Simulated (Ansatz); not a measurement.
GaGe:

```
Ge Ga
1.0
     0.00000    2.89784    2.89784
     2.89784    0.00000    2.89784
     2.89784    2.89784    0.00000
Ge Ga
1 1
Direct
  0.00000 0.00000 0.00000
  0.25000 0.25000 0.25000
```

The cell comes from a database or a generator and needn't be the stable form of this composition.

Base run:

```yaml
Program: Ansatz 0.2.0
Functional: LDA
Potentials_or_basis: Ansatz PAW
Cutoff: "420 eV (not typed: the program's choice for these potentials)"
k_mesh: 6 × 6 × 6
Occupations: fermi-dirac, width 0.05 eV
Spin: spin-orbit coupling, no magnetisation
```

Its results: band gap on the k mesh none (metal or under the smearing width); pressure -4.3 GPa.

Q: The run is repeated on the same cell with these changes: functional from LDA to PBE. What comes out?

A: Band gap on the k mesh none (metal or under the smearing width); pressure 0.1 GPa.

PBE binds less tightly than LDA, so the same cell stands under more pressure.

Caveats: the PAW data sets come from PBE, with cores solved anew for the run's functional, which leaves a small shift of forces and pressure (some runs).
